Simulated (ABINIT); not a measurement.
The system is GaGe3.

```
Ge Ga
1.0
     0.00000    3.38717    3.38717
     3.38717    0.00000    3.38717
     3.38717    3.38717    0.00000
Ge Ga
3 1
Direct
  0.50000 0.50000 0.50000
  0.75000 0.75000 0.75000
  0.25000 0.25000 0.25000
  0.00000 0.00000 0.00000
```

The cell comes from a database or a generator and needn't be the stable form of this composition.

Base run:

- Program: ABINIT 10.8.3 (patched build)
- Functional: r2SCAN
- Potentials or basis: JTH PAW PBE v2.0
- Cutoff: 707 eV
- k mesh: 7 × 7 × 7
- Occupations: fermi-dirac, width 0.05 eV
- Spin: no spin polarisation

Its results: band gap on the k mesh none (metal or under the smearing width); pressure -2.3 GPa.

The run is repeated on the same cell with these changes: functional from r2SCAN to PBE; cutoff from 707 eV to 599 eV; fine-grid cutoff from 1306.15 eV to 1197.3 eV. What comes out?

Band gap on the k mesh none (metal or under the smearing width); pressure -0.9 GPa.

Caveats: the PAW data sets were made with another functional, which shifts forces and pressure a little (some runs).
